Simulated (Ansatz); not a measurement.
# C2H6B2: basis-set convergence

An exercise on one series of results from a longer session: the logs are not shown, and one member is left open.

The runs use Ansatz 0.2.0, Gaussian basis; one geometry, several basis sets.

The runs, in order: PBE0-D4/def2-SVP; ωB97M-V/def2-SVP; PBE0-D4/def2-QZVPP; ωB97M-V/def2-QZVPP; the functionals' def2-TZVPP values are taken from earlier runs.

### Structure used throughout

All runs share one geometry, relaxed beforehand with PBE0-D4 in a triple-zeta def2 set.

SMILES `CC1BB1`, 10 atoms, charge 0, spin multiplicity 1.

Atoms are counted from 1 here; the program's logs count them from 0.

Bond lengths: C1–C2 1.507 Å, C1–H5 1.089 Å, C1–H6 1.092 Å, C1–H7 1.179 Å, C2–B3 1.484 Å, C2–B4 1.654 Å, C2–H8 1.085 Å, B3–B4 1.601 Å, B3–H9 1.185 Å, B4–H10 1.190 Å. Angles: C2–C1–H5 116.4°, C2–C1–H6 112.9°, C2–C1–H7 108.7°, H5–C1–H6 112.3°, H5–C1–H7 109.6°, H6–C1–H7 94.7°, C1–C2–B3 113.3°, C1–C2–B4 70.3°, C1–C2–H8 115.1°, B3–C2–B4 61.1°, B3–C2–H8 131.5°, B4–C2–H8 135.6°, C2–B3–B4 64.7°, C2–B3–H9 136.2°, B4–B3–H9 146.8°, C2–B4–B3 54.2°, C2–B4–H10 133.1°, B3–B4–H10 149.8°.

Set-up of the first run:

Input file in.yaml:

```yaml
crystal:
  periodic: [false, false, false]
  atoms:
    - {symbol: C, position_ang: [-0.731896, 0.557083, -0.517868]}
    - {symbol: C, position_ang: [-0.412606, -0.621000, 0.366067]}
    - {symbol: B, position_ang: [0.713105, -0.367014, 1.299518]}
    - {symbol: B, position_ang: [0.988586, 0.025756, -0.227694]}
    - {symbol: H, position_ang: [-1.126579, 0.327111, -1.506413]}
    - {symbol: H, position_ang: [-1.315488, 1.325121, -0.006844]}
    - {symbol: H, position_ang: [0.235005, 1.223539, -0.622244]}
    - {symbol: H, position_ang: [-0.997249, -1.513925, 0.171014]}
    - {symbol: H, position_ang: [1.135449, -0.869546, 2.285987]}
    - {symbol: H, position_ang: [1.594874, -0.138424, -1.238522]}
basis:
  gaussian: {orbitals: def2-SVP}
hamiltonian: {xc: pbe0, dispersion: d4}
output: {orbitals: {seedname: orbitals}}
```

Launch:

```sh
$ ansatz run in.yaml --threads 2 --pin off --events-out ev --progress --plain --max-ram 4352MiB
```

Steps of the session up to this table: PBE0-D4 in def2-SVP; ωB97M-V in def2-SVP; PBE0-D4 in def2-QZVPP; ωB97M-V in def2-QZVPP.

One of the session's tables, all rows but one given; the rest of the session is left out.

It belongs to the step «Functionals by basis». 

```
functional       basis  HOMO (eV)
   PBE0-D4    def2-SVP      -6.73
   PBE0-D4  def2-TZVPP      -6.79
   PBE0-D4  def2-QZVPP      -6.79
   ωB97M-V    def2-SVP          ?
   ωB97M-V  def2-TZVPP      -8.97
   ωB97M-V  def2-QZVPP      -8.97
```

**Question.** Estimate the row for ωB97M-V, def2-SVP.

**Answer.** HOMO (eV): -8.89. In the column «HOMO (eV)» it lies between ωB97M-V, def2-QZVPP (-8.97) and PBE0-D4, def2-TZVPP (-6.79).
